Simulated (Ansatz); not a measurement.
**C₂H₁₀O₂SSi₂: basis-set convergence**

The task here is to estimate one member of a computed series from the others.

The runs use Ansatz 0.2.0, Gaussian basis; one geometry, several basis sets.

The runs, in order: PBE0-D4/def2-SVP; ωB97M-V/def2-SVP; PBE0-D4/def2-QZVPP; ωB97M-V/def2-QZVPP; the functionals' def2-TZVPP values are taken from earlier runs.

## Structure used throughout

All runs share one geometry, relaxed beforehand with PBE0-D4 in a triple-zeta def2 set.

17 atoms, charge 0, spin multiplicity 1.

Atoms are counted from 1 here; the program's logs count them from 0.

Bond lengths: C1–O2 1.410 Å, C1–H8 1.095 Å, C1–H9 1.096 Å, C1–H10 1.091 Å, O2–Si3 1.642 Å, Si3–S4 2.118 Å, Si3–H11 1.489 Å, Si3–H12 1.486 Å, S4–Si5 2.146 Å, Si5–O6 1.633 Å, Si5–H13 1.482 Å, Si5–H14 1.478 Å, O6–C7 1.408 Å, C7–H15 1.095 Å, C7–H16 1.095 Å, C7–H17 1.091 Å. Angles: O2–C1–H8 111.2°, O2–C1–H9 111.7°, O2–C1–H10 108.2°, H8–C1–H9 108.6°, H8–C1–H10 108.5°, H9–C1–H10 108.6°, C1–O2–Si3 123.0°, O2–Si3–S4 108.4°, O2–Si3–H11 108.3°, O2–Si3–H12 112.2°, S4–Si3–H11 112.0°, S4–Si3–H12 107.3°, H11–Si3–H12 108.8°, Si3–S4–Si5 101.2°, S4–Si5–O6 115.0°, S4–Si5–H13 109.9°, S4–Si5–H14 103.1°, O6–Si5–H13 109.8° and more.

The first run:

Contents of in.yaml:

```yaml
crystal:
  periodic: [false, false, false]
  atoms:
    - {symbol: C, position_ang: [-0.702674, -0.151060, 2.226715]}
    - {symbol: O, position_ang: [-0.075801, 0.636690, 1.239905]}
    - {symbol: Si, position_ang: [-0.904400, 1.624132, 0.223574]}
    - {symbol: S, position_ang: [0.401936, 2.231270, -1.328940]}
    - {symbol: Si, position_ang: [1.634272, 0.487629, -1.541188]}
    - {symbol: O, position_ang: [0.843457, -0.864530, -2.003799]}
    - {symbol: C, position_ang: [0.131087, -1.735458, -1.157053]}
    - {symbol: H, position_ang: [-1.051997, 0.465226, 3.061741]}
    - {symbol: H, position_ang: [-1.556580, -0.705674, 1.819827]}
    - {symbol: H, position_ang: [0.028243, -0.866615, 2.606844]}
    - {symbol: H, position_ang: [-2.080340, 0.874861, -0.299094]}
    - {symbol: H, position_ang: [-1.385622, 2.854336, 0.903758]}
    - {symbol: H, position_ang: [2.368450, 0.232814, -0.279354]}
    - {symbol: H, position_ang: [2.537410, 0.849056, -2.654288]}
    - {symbol: H, position_ang: [-0.893609, -1.380509, -1.007758]}
    - {symbol: H, position_ang: [0.613516, -1.834829, -0.178867]}
    - {symbol: H, position_ang: [0.092654, -2.717330, -1.632023]}
basis:
  gaussian: {orbitals: def2-SVP}
hamiltonian: {xc: pbe0, dispersion: d4}
output: {orbitals: {seedname: orbitals}}
```

Among the steps run: PBE0-D4 in def2-SVP; ωB97M-V in def2-SVP; PBE0-D4 in def2-QZVPP; ωB97M-V in def2-QZVPP.

One table of the session follows, with a row left open; its other results are not shown here.

It belongs to the step «Functionals by basis». 

| functional | basis | HOMO (eV) | LUMO (eV) |
| --- | --- | --- | --- |
| PBE0-D4 | def2-SVP | -7.37 | 0.22 |
| PBE0-D4 | def2-TZVPP | -7.47 | -0.13 |
| PBE0-D4 | def2-QZVPP | -7.49 | -0.25 |
| ωB97M-V | def2-SVP | -9.50 | 2.09 |
| ωB97M-V | def2-TZVPP | ? | ? |
| ωB97M-V | def2-QZVPP | -9.67 | 1.30 |

Estimate the missing values for ωB97M-V, def2-TZVPP.

The run gave: HOMO (eV): -9.64; LUMO (eV): 1.62. In the column «HOMO (eV)» it lies between ωB97M-V, def2-QZVPP (-9.67) and ωB97M-V, def2-SVP (-9.50).
